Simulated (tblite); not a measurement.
# ClGe2H7OSi: the cost of one run

Computed with tblite 0.8.0 and PySCF 2.14.0; each step states its level. No surroundings beyond the atoms listed, unless a continuum is named. Atoms count from 0, parts from 1.

## Step 1: Starting point

12 atoms, charge 0, multiplicity 1; geometry: distance geometry start.

## Step 2: Relaxing the cluster with GFN2-xTB

What the job is given:

```
{"job": {"kind": "relax", "xc": "GFN2-xTB", "basis": "xTB"}, "charge": 0, "multiplicity": 1}
Ge    -0.544691     1.241813    -0.406867
Si    -1.290507    -0.914309    -0.585558
O      0.740767     1.375843     0.813636
Ge     1.723869    -0.102643     0.834049
Cl    -2.223922     2.499096     0.190918
H      0.000212     1.675205    -1.805134
H     -1.466881    -1.409590     0.797026
H     -2.662673    -0.921444    -1.196308
H     -0.348681    -1.801557    -1.302713
H      1.782861    -0.616212     2.308934
H      3.183878     0.289171     0.373794
H      1.144969    -1.233881    -0.057148
```

Method: GFN2-xTB geometry optimisation, gas phase.

On the command line:

```
$ OMP_NUM_THREADS=1 python cluster_run.py task.json out
```

One launch serves the whole session: the jobs run in the order shown.

**Question.** How long does this first job take on 1 thread of Arm Neoverse V1, shared host?

About 3.1 s.
